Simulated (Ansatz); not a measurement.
**C₂H₅BBrCl: small, medium and large basis sets**

How large a basis does C₂H₅BBrCl need? Two functionals are run in growing sets.

Computed with Ansatz 0.2.0, Gaussian basis. Level: one geometry, several basis sets.

The runs, in order: PBE0-D4/def2-SVP; ωB97M-V/def2-SVP; PBE0-D4/def2-QZVPP; ωB97M-V/def2-QZVPP; the functionals' def2-TZVPP values are taken from earlier runs.

## 1. The relaxed structure

An earlier PBE0-D4 in a triple-zeta def2 set relaxation fixed the geometry.

SMILES `CB(Cl)CBr`, 10 atoms, charge 0, spin multiplicity 1.

Atoms are counted from 1 here; the program's logs count them from 0.

Bond lengths: C1–B2 1.555 Å, C1–H6 1.099 Å, C1–H7 1.091 Å, C1–H8 1.092 Å, B2–Cl3 1.762 Å, B2–C4 1.567 Å, C4–Br5 1.962 Å, C4–H9 1.086 Å, C4–H10 1.088 Å. Angles: B2–C1–H6 107.5°, B2–C1–H7 112.9°, B2–C1–H8 112.9°, H6–C1–H7 106.3°, H6–C1–H8 107.3°, H7–C1–H8 109.5°, C1–B2–Cl3 119.6°, C1–B2–C4 123.2°, Cl3–B2–C4 117.3°, B2–C4–Br5 99.0°, B2–C4–H9 116.8°, B2–C4–H10 115.6°, Br5–C4–H9 106.4°, Br5–C4–H10 105.9°, H9–C4–H10 111.3°.

## 2. PBE0-D4 in def2-SVP

The input, in.yaml:

```yaml
crystal:
  periodic: [false, false, false]
  atoms:
    - {symbol: C, position_ang: [-0.723648, -0.473992, 1.090152]}
    - {symbol: B, position_ang: [0.423797, 0.208741, 0.293819]}
    - {symbol: Cl, position_ang: [1.641952, 1.146621, 1.155374]}
    - {symbol: C, position_ang: [0.584054, 0.078854, -1.259639]}
    - {symbol: Br, position_ang: [-0.614983, 1.529176, -1.815841]}
    - {symbol: H, position_ang: [-0.323451, -1.406510, 1.511336]}
    - {symbol: H, position_ang: [-1.066537, 0.122565, 1.937048]}
    - {symbol: H, position_ang: [-1.576394, -0.740931, 0.463105]}
    - {symbol: H, position_ang: [1.561161, 0.313615, -1.672633]}
    - {symbol: H, position_ang: [0.177148, -0.829239, -1.699824]}
basis:
  gaussian: {orbitals: def2-SVP}
hamiltonian: {xc: pbe0, dispersion: d4}
output: {orbitals: {seedname: orbitals}}
```

The runs that follow: ωB97M-V in def2-SVP; PBE0-D4 in def2-QZVPP; ωB97M-V in def2-QZVPP.

Q: Predict the results of all the runs planned. Wanted: PBE0-D4: double and triple zeta above quadruple; ωB97M-V: double and triple zeta above quadruple.

As calculated:

```
                                       quantity           value
PBE0-D4: double and triple zeta above quadruple  17.80, 1.96 eV
ωB97M-V: double and triple zeta above quadruple  17.81, 1.88 eV
```

**Reading.** For PBE0-D4 the step from double to triple zeta gains 15.84 eV and the next only 1.96 eV. Total energies overstate the basis error of differences, where much of it tends to cancel.
